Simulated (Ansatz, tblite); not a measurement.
# [ReOF4]-: one state, many levels

How do method and basis change the picture of [ReOF4]- (singlet)?

The runs use Ansatz 0.2.0, Gaussian basis; as each input shows.

Levels to be run: GFN1-xTB, GFN2-xTB, PBE-D4/def2-TZVPD, r2SCAN-D4/def2-TZVPD, ωB97X-V/def2-TZVPD, revPBE-D4/def2-TZVPD, BLYP-D4/def2-TZVPD, r2SCANh-D4/def2-TZVPD, B3LYP-D4/def2-TZVPD, PBE-D4/def2-SVPD, PBE0-D4/def2-SVPD, CCSD(T)/def2-SVPD, MP2/def2-TZVPD, RPA/def2-TZVPD.

## (1) The geometry

The singlet was relaxed beforehand with PBE0-D4/def2-SVPD.

6 atoms, charge -1, spin multiplicity 1.

Bond lengths: Re1–O2 1.666 Å, Re1–F3 1.933 Å, Re1–F4 1.933 Å, Re1–F5 1.933 Å, Re1–F6 1.933 Å. Angles: O2–Re1–F3 111.0°, O2–Re1–F4 110.8°, O2–Re1–F5 111.0°, O2–Re1–F6 110.8°, F3–Re1–F4 82.7°, F3–Re1–F5 138.0°, F3–Re1–F6 82.7°, F4–Re1–F5 82.7°, F4–Re1–F6 138.4°, F5–Re1–F6 82.7°.

Coordinates:

```xyz
6
F4ORe
Re    0.00039   -0.00070    0.18240
O     0.00401   -0.00721    1.84822
F     1.80317    0.01349   -0.51490
F    -0.01259    1.80936   -0.49723
F    -1.80539   -0.00950   -0.50717
F     0.01041   -1.80544   -0.51132
```

Formally the metal is d2. Re takes a core potential in the def2 sets. No spin-orbit coupling is included. The ion is computed in the gas phase, without counter-ions or solvent.

PBE0-D4/def2-TZVPD was run before; its log isn't repeated, and its numbers join the tables.

## (2) GFN1-xTB

Tight binding, by tblite at 300 K electronic temperature and without a spin-polarisation term:

```python
tblite.interface.Calculator('GFN1-xTB', numbers, positions, charge=-1, uhf=0).singlepoint()
```

Energy -759.1465 eV, HOMO -7.23 eV, LUMO -5.33 eV; 0.004 s.

## (3) GFN2-xTB

Tight binding, by tblite at 300 K electronic temperature and without a spin-polarisation term:

```python
tblite.interface.Calculator('GFN2-xTB', numbers, positions, charge=-1, uhf=0).singlepoint()
```

Energy -726.4052 eV, HOMO -6.20 eV, LUMO -4.58 eV; 0.003 s.

## (4) PBE-D4/def2-TZVPD

start.molden holds the orbitals of an earlier run on this state, given as this run's starting guess.

Contents of in.yaml:

```yaml
crystal:
  periodic: [false, false, false]
  atoms:
    - {symbol: Re, position_ang: [0.000391, -0.000704, 0.182395]}
    - {symbol: O, position_ang: [0.004013, -0.007207, 1.848217]}
    - {symbol: F, position_ang: [1.803171, 0.013490, -0.514898]}
    - {symbol: F, position_ang: [-0.012594, 1.809362, -0.497228]}
    - {symbol: F, position_ang: [-1.805392, -0.009502, -0.507166]}
    - {symbol: F, position_ang: [0.010412, -1.805438, -0.511321]}
basis:
  gaussian: {orbitals: def2-TZVPD, initial_orbitals: start.molden}
total_charge: -1
hamiltonian: {xc: pbe, dispersion: d4}
scf: {omitted_lower_state_checks: [starts]}
output: {orbitals: {seedname: orbitals}}
```

Started as:

```sh
$ ansatz run in.yaml --threads 4 --pin off --events-out ev --progress --plain --max-ram 3916MiB
```

After this run come: r2SCAN-D4/def2-TZVPD; ωB97X-V/def2-TZVPD; revPBE-D4/def2-TZVPD; BLYP-D4/def2-TZVPD; r2SCANh-D4/def2-TZVPD; B3LYP-D4/def2-TZVPD; PBE-D4/def2-SVPD; PBE0-D4/def2-SVPD; CCSD(T)/def2-SVPD; MP2/def2-TZVPD; RPA/def2-TZVPD.

Before running them: what should the planned runs give, taken together? Wanted: gap in def2-TZVPD, named functionals, smallest and largest; correlation energy, CCSD(T)/def2-SVPD; correlation energy, MP2/def2-TZVPD; PBE0 total energy, smallest basis above largest.

**Answer**, as computed:

| quantity | value |
| --- | --- |
| gap in def2-TZVPD, named functionals, smallest and largest | 1.31 eV (PBE-D4), 8.44 eV (ωB97X-V) |
| correlation energy, CCSD(T)/def2-SVPD | -38.28 eV |
| correlation energy, MP2/def2-TZVPD | -46.76 eV |
| PBE0 total energy, smallest basis above largest | 15.37 eV (def2-SVPD, def2-TZVPD) |

Orbital gaps of the named functionals in def2-TZVPD span 1.31 eV (PBE-D4) to 8.44 eV (ωB97X-V); exact exchange widens it. PBE-D4, revPBE-D4, BLYP-D4, r2SCAN-D4 put the HOMO above zero: the outermost electron is held by the basis alone.
